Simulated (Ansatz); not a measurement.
# HF/STO-3G run of C2H3Al (ethynylalumane)

Aim: the electronic atomisation energy of C2H3Al (ethynylalumane) at HF/STO-3G, from 4 runs. 

The results are computed with Ansatz 0.2.0.

37 further runs of the same task are left out: 1 that didn't finish, 36 set aside as unsound or not needed. Runs told in other sessions of the task aren't counted.

## (1) The structure to begin with

The species is C2H3Al (6 atoms), meant as a singlet with charge 0. SMILES: `C#[C][AlH2]`. Geometry: relaxed at PBE0-D4/def2-TZVP.

Bond lengths: C1–C2 1.211 Å, C2–Al3 1.906 Å, C1–H4 1.067 Å, Al3–H5 1.580 Å, Al3–H6 1.580 Å. Angles: C1–C2–Al3 179.9°, C2–C1–H4 180.0°, C2–Al3–H5 118.8°, C2–Al3–H6 118.8°, H5–Al3–H6 122.4°.

## (2) The energy at HF/STO-3G

Contents of input.yaml:

```yaml
crystal:
  periodic: [false, false, false]
  atoms:
    - {symbol: C, position_ang: [-0.792800, -1.637600, -0.298100]}
    - {symbol: C, position_ang: [-0.266100, -0.564200, -0.106200]}
    - {symbol: Al, position_ang: [0.564800, 1.124200, 0.195000]}
    - {symbol: H, position_ang: [-1.257000, -2.583100, -0.467400]}
    - {symbol: H, position_ang: [1.356700, 1.804700, -0.990500]}
    - {symbol: H, position_ang: [0.436600, 1.792000, 1.621000]}
basis:
  gaussian: {orbitals: STO-3G}
hamiltonian: {xc: hf}
output: {orbitals: {seedname: orbitals}}
accuracy: high
```

Run with:

```bash
$ ansatz run input.yaml --threads 1 --pin off --max-ram 3480MiB --events-out events.jsonl --progress --plain --runs-dir runs
```

What it wrote:

```text
Warning: RAYON_NUM_THREADS=1 ignored (pool sized by the plan → 1); use --threads N
Functional definition: HF
  name "HF"
  exchange = exact_x
  correlation = 0
390 factors; integrals over basis functions are off by at most 2.1e-9 eV
mean field evaluation 1: about -8583.6269 eV, gradient 1.6e1 eV
mean field evaluation 2: about -8583.6149 eV, gradient 1.6e1 eV
mean field evaluation 4: about -8584.6650 eV, gradient 7.9e-1 eV
mean field evaluation 8: about -8584.6673 eV, gradient 1.6e-2 eV
mean field -8584.66730758 eV, -315.4807046569 hartree, gradient 4.6e-8 eV, S^2 0.000000; 0 other end points of the search recorded, 0 dependent functions left out
reference -8584.66730758 eV, -315.4807046569 hartree; 14, 14 occupied and 8, 8 virtual orbitals, 390 factors
Total energy: -8584.66730758 eV, -315.4807046569 hartree
```

Run time: 0.2 s. Hardware: 1 thread of Intel Xeon Platinum 8259CL at 2.50GHz (Skylake/Cascade Lake), shared host.

## (3) The Al atom at the same level

Contents of in.yaml:

```yaml
crystal:
  periodic: [false, false, false]
  atoms:
    - {symbol: Al, position_ang: [0.000000, 0.000000, 0.000000]}
basis:
  gaussian:
    orbitals: STO-3G
magnetization:
  spin_polarized: true
  initial_magnetization: 1
hamiltonian:
  xc: hf
accuracy: high
```

Run the same way, it converges to -238.85836 Eh (log not shown).

## (4) The C atom

Contents of in.yaml:

```yaml
crystal:
  periodic: [false, false, false]
  atoms:
    - {symbol: C, position_ang: [0.000000, 0.000000, 0.000000]}
basis:
  gaussian:
    orbitals: STO-3G
hamiltonian:
  xc: hf
accuracy: high
magnetization:
  spin_polarized: true
  initial_magnetization: 2
```

Run the same way, it converges to -37.19839 Eh (log not shown).

## (5) The H atom at the same level

Contents of molecule.yaml:

```yaml
crystal:
  periodic: [false, false, false]
  atoms:
    - {symbol: H, position_ang: [0.000000, 0.000000, 0.000000]}
basis:
  gaussian:
    orbitals: STO-3G
magnetization:
  spin_polarized: true
  initial_magnetization: 1
hamiltonian:
  xc: hf
accuracy: high
```

Run the same way, it converges to -0.46658 Eh (log not shown).

## (6) What came out

At HF/STO-3G:

| quantity | value |
| --- | --- |
| molecule: total energy | -315.48070 Eh |
| molecule: HOMO energy | -8.05 eV |
| molecule: LUMO energy | 7.66 eV |
| molecule: HOMO–LUMO gap | 15.72 eV |
| Al atom: total energy | -238.85836 Eh |
| Al atom: ⟨S²⟩ | 0.750 |
| C atom: total energy | -37.19839 Eh |
| C atom: ⟨S²⟩ | 2.000 |
| H atom: total energy | -0.46658 Eh |
| H atom: ⟨S²⟩ | 0.750 |
| electronic atomisation energy | 22.471 eV |

What this shows: Taking the molecule apart into free atoms costs 22.47 eV (518 kcal/mol), before zero-point energy and without spin-orbit coupling. Hartree–Fock lacks the correlation of the bonding pairs, which as a rule makes this value much too low; in minimal bases other errors can mask that. In a minimal basis such a difference can be off by several eV, whatever the method.
